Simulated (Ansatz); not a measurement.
# H₇NSi₂Zn: one species, many methods

Aim: compute H₇NSi₂Zn with functionals from several rungs and with coupled cluster. The yardstick is the atomisation energy at the CCSD(T) limit.

Computed with Ansatz 0.2.0, Gaussian basis. Level: functionals in def2-TZVPP, the program's frozen cores in correlated methods.

The runs, in order: LDA (SPW92), PBE-D4, revPBE-D4, BLYP-D4, r2SCAN-D4, B97M-V, PBE0-D4, B3LYP-D4, r2SCANh-D4, r2SCAN0-D4, HSE06-D4, BHLYP-D4, CAM-B3LYP-D4, LC-ωPBE, ωB97X-V, ωB97M-V, B2PLYP, PBE-QIDH; CCSD(T)/def2-SVP; CCSD(T)/def2-TZVPP; MP2/def2-QZVPP; extrapolation to the limit; RPA on PBE.

## 1. The relaxed structure

The geometry comes from an earlier relaxation with PBE0-D4 in a triple-zeta def2 set; it is a stationary point, not always the lowest conformer.

SMILES `[SiH3][N]([SiH3])[ZnH]`, 11 atoms, charge 0, spin multiplicity 1.

Atoms are counted from 1 here; the program's logs count them from 0.

Bond lengths: Si1–N2 1.720 Å, Si1–H5 1.493 Å, Si1–H6 1.491 Å, Si1–H7 1.491 Å, N2–Si3 1.720 Å, N2–Zn4 1.841 Å, Si3–H8 1.493 Å, Si3–H9 1.491 Å, Si3–H10 1.491 Å, Zn4–H11 1.518 Å. Angles: N2–Si1–H5 108.4°, N2–Si1–H6 112.3°, N2–Si1–H7 112.4°, H5–Si1–H6 108.2°, H5–Si1–H7 108.0°, H6–Si1–H7 107.4°, Si1–N2–Si3 124.1°, Si1–N2–Zn4 117.9°, Si3–N2–Zn4 117.9°, N2–Si3–H8 108.4°, N2–Si3–H9 112.4°, N2–Si3–H10 112.3°, H8–Si3–H9 108.0°, H8–Si3–H10 108.2°, H9–Si3–H10 107.4°, N2–Zn4–H11 180.0°.

## 2. LDA

This LDA is Slater exchange with PW92 correlation.

in.yaml reads:

```yaml
crystal:
  periodic: [false, false, false]
  atoms:
    - {symbol: Si, position_ang: [-0.471753, 1.456867, -0.510997]}
    - {symbol: N, position_ang: [-0.052677, -0.173559, -0.158629]}
    - {symbol: Si, position_ang: [0.763463, -0.672260, 1.270804]}
    - {symbol: Zn, position_ang: [-0.506733, -1.466374, -1.388891]}
    - {symbol: H, position_ang: [-1.195519, 1.485733, -1.816320]}
    - {symbol: H, position_ang: [-1.362576, 2.047945, 0.527664]}
    - {symbol: H, position_ang: [0.723877, 2.339529, -0.627085]}
    - {symbol: H, position_ang: [0.919696, -2.156347, 1.230749]}
    - {symbol: H, position_ang: [2.121155, -0.068659, 1.390976]}
    - {symbol: H, position_ang: [0.007498, -0.317650, 2.505521]}
    - {symbol: H, position_ang: [-0.881131, -2.532125, -2.403090]}
basis:
  gaussian: {orbitals: def2-TZVPP}
hamiltonian: {xc: lda}
output: {orbitals: {seedname: orbitals}}
```

The run is started by

```console
$ ansatz run in.yaml --threads 4 --pin off --events-out ev --progress --plain --max-ram 11315MiB
```

After this run come: PBE-D4 (GGA); revPBE-D4 (GGA); BLYP-D4 (GGA); r2SCAN-D4 (meta-GGA); B97M-V (meta-GGA); PBE0-D4 (hybrid); B3LYP-D4 (hybrid); r2SCANh-D4 (hybrid); r2SCAN0-D4 (hybrid); HSE06-D4 (hybrid); BHLYP-D4 (hybrid); CAM-B3LYP-D4 (range-separated); LC-ωPBE (range-separated); ωB97X-V (range-separated); ωB97M-V (range-separated); B2PLYP (double hybrid); PBE-QIDH (double hybrid); CCSD(T) in def2-SVP; CCSD(T) in def2-TZVPP; MP2 in def2-QZVPP; RPA on PBE orbitals.

Q: Predict the results of all the runs planned. Wanted: atomisation energy, CCSD(T)/CBS; farthest beyond LDA; mean size of error, GGA; mean size of error, meta-GGA; mean size of error, hybrid; mean size of error, range-separated; mean size of error, double hybrid; gap, smallest and largest; T1 diagnostic.

As calculated:

| quantity | value |
| --- | --- |
| atomisation energy, CCSD(T)/CBS | 32.405 eV |
| functionals within 0.162 eV (0.5 %) | r2SCAN-D4, B97M-V, CAM-B3LYP-D4, ωB97M-V |
| farthest beyond LDA | revPBE-D4 (-0.990 eV) |
| mean size of error, GGA | 0.672 eV |
| mean size of error, meta-GGA | 0.058 eV |
| mean size of error, hybrid | 0.412 eV |
| mean size of error, range-separated | 0.184 eV |
| mean size of error, double hybrid | 0.527 eV |
| gap, smallest and largest | 4.59 eV (LDA (SPW92)), 11.47 eV (LC-ωPBE) |
| T1 diagnostic | 0.0148 |
| triples share of the correlation energy | 3.3 % |

LDA overbinds by 3.460 eV (11 %). PBE-D4 misses by -0.488 eV. Double hybrids carry the basis error of their MP2 part in triple zeta, and no dispersion term here, so their miss is partly the set-up's. By mean error the best rung here is meta-GGA (0.058 eV) and the worst beyond LDA is GGA (0.672 eV). double hybrid functionals lie within the reference's doubt of that worst mean (0.527 eV), so those two tie. The reference freezes the cores and leaves out relativity and excitations past (T), so misses under about 0.162 eV can't be ranked. Hartree-Fock recovers 73 % of the binding; the rest is correlation. CCSD(T) in def2-SVP is off by -2.470 eV, worse than the median functional, from the basis alone. The gap grows from 4.6 to 11.5 eV across the functionals, mostly with the share of exact exchange. For Zn the d shell is correlated and the shells below it are frozen.
